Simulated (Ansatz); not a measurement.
CH₅BClFSi, SMILES C[SiH2]B(F)Cl, harmonic frequencies at the relaxed geometry

Program: Ansatz 0.2.0 through its Python package.

At the Python prompt:
```pycon
>>> import itertools
>>> import ansatz as az
>>> from ase.data import atomic_numbers, covalent_radii
>>> import numpy as np
>>> GEOMETRY = """
... C    -1.24670   -0.00150    0.68530
... Si    0.55650    0.15490    0.50210
... B     1.04130   -0.31320   -1.32050
... F     2.02800   -1.42550   -1.54180
... Cl    0.42950    0.65280   -2.74800
... H    -1.62410   -0.97720    0.45230
... H    -1.56070    0.31460    1.71310
... H    -1.73760    0.76080   -0.04670
... H     1.20100   -0.75100    1.49330
... H     0.99600    1.53410    0.81390
... """
>>> ch5bclfsi = az.Crystal.molecule()
>>> for line in GEOMETRY.strip().splitlines():
...     symbol, *xyz = line.split()
...     ch5bclfsi = ch5bclfsi.atom(symbol, [float(v) for v in xyz])
...
>>> job = (
...     ch5bclfsi.calculation()
...     .basis(gaussian="def2-SVP")
...     .functional("hf")
... )
>>> symbols = [site.symbol for site in ch5bclfsi.cartesian_sites]
>>> start = np.array([site.position_ang for site in ch5bclfsi.cartesian_sites], dtype=float)
>>> report = job.relax(force_tolerance=0.003).run(threads=1, backend="cpu").report
>>> end = np.array(report["positions_ang"])
>>> # pairs closer than 1.2 times the sum of covalent radii, before or after
>>> radius = [covalent_radii[atomic_numbers[s]] for s in symbols]
>>> span = lambda where, i, j: np.linalg.norm(where[i] - where[j])
>>> bonded = [(i, j) for i, j in itertools.combinations(range(len(symbols)), 2) if min(span(start, i, j), span(end, i, j)) < 1.2 * (radius[i] + radius[j])]
>>> print("pair        before    after (A)")
pair        before    after (A)
>>> for i, j in bonded:
...     print(f"{symbols[i]}{i}-{symbols[j]}{j}".ljust(10), f"{span(start, i, j):8.4f} {span(end, i, j):8.4f}")
...
C0-Si1       1.8192   1.8855
C0-H5        1.0718   1.0919
C0-H6        1.1202   1.0917
C0-H7        1.1653   1.0919
Si1-B2       1.9432   2.0522
Si1-H8       1.4895   1.4865
Si1-H9       1.4807   1.4866
B2-F3        1.5033   1.3094
B2-Cl4       1.8290   1.7727
>>> # frequencies need a stationary point, so they are taken at the relaxed geometry
>>> minimum = az.Crystal.molecule()
>>> for symbol, place in zip(symbols, end):
...     minimum = minimum.atom(symbol, place.tolist())
...
>>> vibrating = (
...     minimum.calculation()
...     .basis(gaussian="def2-SVP")
...     .functional("hf")
...     .phonons(temperatures=(100, 500, 100))
... )
>>> vib = vibrating.run(threads=1, backend="cpu").report["vibrations"]
>>> sums = vib["harmonic_sums"]
>>> modes = [m["omega_inv_cm"] for m in sums["modes_at_gamma"] if m["rigid_motion"] == "no"]
>>> for number, w in enumerate(modes, start=1):
...     print(f"mode {number:2d} {w:9.1f} 1/cm {w / 8065.544 * 1000:8.2f} meV")
...
mode  1      11.7 1/cm     1.46 meV
mode  2     113.1 1/cm    14.03 meV
mode  3     163.2 1/cm    20.23 meV
mode  4     272.1 1/cm    33.73 meV
mode  5     329.2 1/cm    40.82 meV
mode  6     345.7 1/cm    42.86 meV
mode  7     490.2 1/cm    60.77 meV
mode  8     535.5 1/cm    66.40 meV
mode  9     712.5 1/cm    88.34 meV
mode 10     722.3 1/cm    89.56 meV
mode 11     777.4 1/cm    96.39 meV
mode 12     935.8 1/cm   116.03 meV
mode 13     953.8 1/cm   118.25 meV
mode 14    1005.7 1/cm   124.68 meV
mode 15    1022.0 1/cm   126.71 meV
mode 16    1369.6 1/cm   169.81 meV
mode 17    1399.6 1/cm   173.53 meV
mode 18    1555.4 1/cm   192.84 meV
mode 19    1557.5 1/cm   193.10 meV
mode 20    2301.0 1/cm   285.29 meV
mode 21    2313.2 1/cm   286.80 meV
mode 22    3175.4 1/cm   393.70 meV
mode 23    3269.7 1/cm   405.39 meV
mode 24    3271.7 1/cm   405.64 meV
>>> print("imaginary modes:", sum(w < 0 for w in modes), " zero-point energy:", round(sums["zero_point_energy_ev"], 4), "eV")
imaginary modes: 0  zero-point energy: 1.7732 eV
>>> print("T (K)   F_vib (eV)   S_vib (meV/K)   C_vib (meV/K)")
T (K)   F_vib (eV)   S_vib (meV/K)   C_vib (meV/K)
>>> for row in zip(sums["temperatures_k"], sums["vibrational_free_energy_ev"], vib["entropy_ev_per_k"], vib["heat_capacity_ev_per_k"]):
...     print(f"{row[0]:6.1f} {row[1]:11.4f} {1000 * row[2]:13.4f} {1000 * row[3]:15.4f}")
...
 100.0      1.7541        0.3402          0.2774
 200.0      1.7064        0.6115          0.5305
 300.0      1.6322        0.8709          0.7596
 400.0      1.5326        1.1169          0.9538
 500.0      1.4093        1.3473          1.1116
```

The frequencies are harmonic and unscaled, in a modest basis. The whole script took 5.5 min on 1 thread of Arm Neoverse V1, on a shared host, peak memory 0.28 GiB.
